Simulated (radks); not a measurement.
# Er⁺ in [Kr] 4d10 4f13 5s2 5p5 6s1: an all-electron calculation

Wanted: eigenvalues, radial structure and energy terms of the erbium ion Er+.

Method: Dirac Kohn-Sham, PW91, spin-unpolarised, spherical densities, finite nucleus; open shells fill j = l - 1/2 first. Code: radks (a radial shooting solver on a logarithmic mesh, Libxc functionals) version 1.

### 1 The atom as given

```
element            : erbium (Z = 68)
charge             : +1
electrons          : 67
configuration      : [Kr] 4d10 4f13 5s2 5p5 6s1
nuclear rms radius : 5.2516 fm
```

### 2 Self-consistent calculation

Settings of this run:

```text
Z 68
configuration [Kr] 4d10 4f13 5s2 5p5 6s1 5d0 6p0 7s0 5f0
relativity Dirac
functional pw91,pw91
spin unpolarised
j_filling energy
nucleus finite rms 5.2516 fm
c 137.035999084
```

What does the calculation give?

As calculated:

| quantity | value |
| --- | --- |
| total energy | -13098.7576 hartree |
| exchange-correlation share of it | 2.14 % |
| −T/E | 1.1035 |
| highest occupied level | 4f7/2, -7.166 eV |
| most extended occupied level | 6s1/2, <r> = 3.62 bohr |
| radius at density 0.001 e/bohr³ | 4.42 bohr |
| maxima of the radial density | 4 |

What this shows: 6 principal shells are occupied and 4 maxima appear in the radial density; where shells overlap, one shows as a shoulder or not at all. −T/E is 1.103: with relativity the kinetic term as defined here no longer equals −E. This is not the tabulated ground configuration, so its levels and sizes aren't those of the ground state, and no measured value stands beside it.
